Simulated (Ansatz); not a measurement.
## HfN, space group P6_3/mmc: cell relaxations under several functionals, step by step

Computed with the Python package of Ansatz (0.2.0).

Run as a notebook:

In [1]:
```python
import ansatz as az
from ase import Atoms
import numpy as np
```

In [2]:
```python
def edges_and_angles(cell):
    cell = np.asarray(cell)
    a, b, c = np.linalg.norm(cell, axis=1)
    cosines = cell[1] @ cell[2] / (b * c), cell[0] @ cell[2] / (a * c), cell[0] @ cell[1] / (a * b)
    return (a, b, c, *np.degrees(np.arccos(cosines)))
```

In [3]:
```python
atoms = Atoms(
    ["Hf", "Hf", "N", "N"],
    scaled_positions=[
        (2 / 3, 1 / 3, 0.75),
        (1 / 3, 2 / 3, 0.25),
        (0.0, 0.0, 0.0),
        (0.0, 0.0, 0.5),
    ],
    cell=[
        (3.133908, 0.0, 0.0),
        (-1.566954, 2.714044, 0.0),
        (0.0, 0.0, 5.416768),
    ],
    pbc=True,
)
system = az.Crystal.from_ase(atoms)

calculation = (
    system.calculation()
    .basis(18 * az.Ha)
    .kpoints(8, 8, 4)
    .occupations("cold", width=100 * az.meV)
    .relax(cell=True)
)
```

In [4]:
```python
levels = [("blyp", "d3bj"), ("pbesol", "none"), ("lda", "none")]
print("level            a       b       c    alpha   beta  gamma  V/atom  steps")
for name, dispersion in levels:
    seen = []
    run = calculation.functional(name, dispersion=dispersion).session().plan()
    res = run.execute(on_event=lambda e: seen.append(e) if e["event"] == "relax_step" else None)
    cell = res.lattice.cell_ang
    label = name if dispersion == "none" else f"{name}+{dispersion}"
    print("{:13s} {:7.4f} {:7.4f} {:7.4f} {:6.2f} {:6.2f} {:6.2f}".format(label, *edges_and_angles(cell)), f"{abs(np.linalg.det(cell)) / len(res.lattice.sites):7.3f} {len(seen):5d}")
```
```text
level            a       b       c    alpha   beta  gamma  V/atom  steps
blyp+d3bj      3.1332  3.1332  5.4503  90.00  90.00 120.00  11.584     5
pbesol         3.1265  3.1265  5.3995  90.00  90.00 120.00  11.428     6
lda            3.1001  3.1001  5.3643  90.00  90.00 120.00  11.162     6
```

From smallest to largest: LDA (11.16 Å³ an atom, -3.1 % against the start), PBEsol (11.43 Å³ an atom, -0.8 % against the start) and BLYP+D3BJ (11.58 Å³ an atom, +0.6 % against the start). The spread is 3.8 % in volume.

What to keep in mind:
- No spin polarisation was allowed.
- Forces vanish by symmetry, so the ions can't move, and the end may be a saddle.
- BLYP and dispersion corrections can be off by several per cent in the lattices of metals, and by several GPa in the pressure at a fixed cell.
- The mesh is modest for a metal, so energies can be off by several to tens of meV an atom and pressures by half a GPa or more; differences at equal mesh fare better.
- Spin-orbit coupling, which matters for elements this heavy, is left out.
- The structure comes from a database of computed cells and needn't be a stable or known phase.
- Wall time of the script: 58 s on 1 thread of Arm Neoverse V1, on a shared host, peak memory 0.46 GiB.
